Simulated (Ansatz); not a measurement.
# NbAs (I4_1md): equation of state with a fit in Python

Where is the equilibrium volume of NbAs (I4_1md), and how stiff is it? A script is to give an equation of state with a fit; the system is NbAs (I4_1md).

Computed with Ansatz 0.2.0, driven from Python. Level of theory: DFT r2SCAN, plane waves, PAW.

## Step 1: The system

The structure is tetragonal, space group I4_1md (No. 109). The conventional cell has a = 3.452 Å, b = 3.452 Å, c = 11.680 Å, α = 90.00°, β = 90.00°, γ = 90.00°. Nb (site symmetry 2mm) is surrounded by 6 As at 2.60 to 2.63 Å. As (site symmetry 2mm) is surrounded by 6 Nb at 2.60 to 2.63 Å.

The script holds or builds the structure itself.

## Step 2: Script

Input file run_eos.py:

```python
# -*- coding: utf-8 -*-
"""Bulk modulus of NbAs from an E(V) curve."""

import warnings

import ansatz
import numpy as np
from scipy.optimize import curve_fit

VECTORS = np.array([
    [-1.72585, 1.72585, 5.84],
    [1.72585, -1.72585, 5.84],
    [1.72585, 1.72585, -5.84],
])
SITES = [
    ("Nb", (0.0, 0.0, 0.0)),
    ("Nb", (0.75, 0.25, 0.5)),
    ("As", (0.416, 0.416, 0.0)),
    ("As", (0.166, 0.666, 0.5)),
]


def make_crystal(cell):
    crystal = ansatz.Crystal(lattice=ansatz.Lattice.of(cell))
    for symbol, position in SITES:
        crystal = crystal.atom(symbol, position)
    return crystal

def vinet(v, e0, v0, b0, b1):
    eta = (v / v0) ** (1 / 3)
    return e0 + 2 * b0 * v0 / (b1 - 1) ** 2 * (2 - (5 + 3 * b1 * (eta - 1) - 3 * eta) * np.exp(-1.5 * (b1 - 1) * (eta - 1)))


def main():
    warnings.simplefilter("ignore", ansatz.DeckWarning)

    # scale the volume, keep shape and fractions
    volumes, energies, pressures = [], [], []
    for scale in np.linspace(0.9, 1.1, 9):
        cell = VECTORS * scale ** (1 / 3)
        model = (
            make_crystal(cell).calculation()
            .occupations("methfessel_paxton", width=0.1)
            .functional("r2scan")
            .basis(600)
            .kpoints(11, 11, 11)
            .stress()
        )
        rep = model.run(threads=1).report
        volumes.append(abs(np.linalg.det(cell)) / len(SITES))
        energies.append(rep["free_energy_ev"] / len(SITES))
        pressures.append(np.trace(rep["stress_gpa"]) / 3)
        print(f"V = {volumes[-1]:8.4f} A^3/atom  F = {energies[-1]:.5f} eV/atom  P = {pressures[-1]:8.3f} GPa")

    guess = (min(energies), volumes[int(np.argmin(energies))], 0.5, 4.5)
    (e0, v0, b0, b1), _ = curve_fit(vinet, np.array(volumes), np.array(energies), p0=guess, maxfev=20000)
    print(f"Vinet fit: V0 = {v0:.4f} A^3/atom, B0 = {160.21766 * b0:.1f} GPa, B1 = {b1:.2f}")
    print("largest residual", round(1000 * float(np.abs(vinet(np.array(volumes), e0, v0, b0, b1) - energies).max()), 3), "meV/atom")


if __name__ == "__main__":
    main()
```

## Step 3: The input behind the calls

The engine receives this input (first run):

```yaml
crystal:
  lattice:
    - [-1.6662898544216262, 1.6662898544216262, 5.638458006096878]
    - [1.6662898544216262, -1.6662898544216262, 5.638458006096878]
    - [1.6662898544216262, 1.6662898544216262, -5.638458006096878]
  atoms:
    - { symbol: Nb, position: [0.0, 0.0, 0.0] }
    - { symbol: Nb, position: [0.75, 0.25, 0.5] }
    - { symbol: As, position: [0.416, 0.416, 0.0] }
    - { symbol: As, position: [0.166, 0.666, 0.5] }
basis:
  ecutwfc: 600.0
kpoints:
  mp_grid:
    grid: [11, 11, 11]
hamiltonian:
  xc: r2scan
scf:
  occupations:
    method: methfessel_paxton
    width: 0.1
output:
  stress: true
```

## Step 4: Running it

The run is started by

```bash
> python run_eos.py
```

**Question.** Estimate the equilibrium volume and the bulk modulus.

The runs gave:

| quantity | value |
| --- | --- |
| runs compared | 9 |
| range of energy | 139.51 meV/atom |
| lowest point, volume (Å³/atom) | 17.395 |
| equilibrium volume (fit) | 17.59 Å³/atom |
| bulk modulus (fit) | 173 GPa |

In words: A third-order Birch-Murnaghan fit through the 9 points (the script's own form differs a little) has its minimum at 17.59 Å³ an atom, 1.1 % above the typed cell, with a bulk modulus of 173 GPa and dB/dP = 4.3. From that minimum the energy rises by 140.6 meV an atom on the compressed side and 63.1 meV on the expanded side. Notes:
- No spin polarisation was allowed.
- Shape and fractional positions are held along the curve, so the bulk modulus is an upper value where they are free to relax.
- Pressure is positive in compression.
